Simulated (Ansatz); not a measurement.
Runs of Ansatz 0.2.0 on HPbNO4. The typed cell holds 14 atoms: a = 4.120 Å, b = 6.427 Å, c = 8.387 Å, α = 67.04°, β = 89.96°, γ = 89.98°. The cell was built by a generator and needn't be a form met in nature.

```tsv
task	level	spin	cell	k mesh	points for each segment of the path	gap on the mesh (eV)	pressure (GPa)	largest force (eV/Å)
band structure	LDA	off	as given	7 × 5 × 4	10	3.21	-6.0	(c)
band structure	PBEsol	off	as given	7 × 5 × 4	10	3.29	(b)	0.44
band structure	PBE	off	as given	7 × 5 × 4	10	(a)	0.0	0.01
band structure	PBE	SOC, no magnetisation	as given	5 × 4 × 3	10	3.21	-0.1	0.06
relaxation of cell and atoms	PBE	off	relaxed	5 × 4 × 3	-	3.31	0.0	0.01
```

Alike in all rows: potentials or basis Ansatz PAW; cutoff (eV) 420; smearing fermi-dirac 0.05 eV.

Q: Fill in the values left out.

A: (a) 3.30; (b) -2.8; (c) 1.03.

Caveats: spin-orbit coupling is left out, which as a rule narrows the gap of such compounds by several tenths of an eV (some runs); the PAW data sets come from PBE, with cores solved anew for the run's functional, which leaves a small shift of forces and pressure (some runs); forces of over 1 eV/Å show positions far from the minimum, so gaps and moduli don't describe the material at rest (some runs); odd divisions of the mesh miss points on the zone boundary, where band edges often lie, so the gap on the mesh can be too wide (some runs); the plane-wave basis is chosen anew once the cell has moved, so the energies of steps on either side of that aren't comparable (some runs).

A k mesh can miss the band edges, and rows without SOC leave out spin-orbit coupling on Pb.
